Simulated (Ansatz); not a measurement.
# HfH2: a single-point run

Aim: a sound single-point run of HfH2. The structure is shown as the input types it.

Program: Ansatz 0.2.0. Level of theory: DFT, LDA, all-electron LAPW, scalar-relativistic. These are calculated values, not measurements.

### 1 The structure to begin with

Symmetry: I4/mmm, No. 139, tetragonal system. Conventional cell: a = 3.461 Å, b = 3.461 Å, c = 4.290 Å, α = 90.00°, β = 90.00°, γ = 90.00°. Hf (site symmetry 4/mmm) is surrounded by 8 H at 2.04 Å. H (site symmetry -4m2) is surrounded by 4 Hf at 2.04 Å.

As a file:

```
Hf H
1.0
    -1.73071    1.73071    2.14480
     1.73071   -1.73071    2.14480
     1.73071    1.73071   -2.14480
Hf H
1 2
Direct
  0.00000 0.00000 0.00000
  0.25000 0.75000 0.50000
  0.75000 0.25000 0.50000
```

### 2 Input and run

File input.yaml:

```yaml
crystal:
  lattice:
    - [-1.7307056792, 1.7307056792, 2.1447997069]
    - [1.7307056792, -1.7307056792, 2.1447997069]
    - [1.7307056792, 1.7307056792, -2.1447997069]
  atoms:
    - { symbol: Hf, position: [0.0, 0.0, 0.0] }
    - { symbol: H, position: [0.25, 0.75, 0.5] }
    - { symbol: H, position: [0.75, 0.25, 0.5] }
kpoints:
  mp_grid: { grid: [11, 11, 11] }
scf:
  occupations: { method: fixed }
  max_iter: 50
hamiltonian:
  xc: lda
  pseudopotentials: { kind: all_electron, lapw: { basis_error: 0.001 } }
output:
  forces: true
  stress: true
  eigenvalues: true
  populations: true
```

Launch:

```sh
$ ansatz run input.yaml --threads 1 --pin off --max-ram 3072MiB --backend cpu --events-out ev --progress --plain --runs-dir out
```

What happens when this is run?

This run ends as converged, with warnings (band overlap at count, metallic iterate, unresolved pair at count). Its log warns: «a fill by count may have filled part of one level: at k-index 40 the highest filled band, 18.366579 eV, and the lowest empty band, 18.366579 eV ...»

Look at the input: scf.occupations.method is fixed; scf.occupations.width is missing. Such a setting often spoils a run (fixed occupations where they can't hold). It still converged here, which does not make the setting sound.

Run again and compare: set scf.occupations.method to fermi_dirac and scf.occupations.width to 0.05.
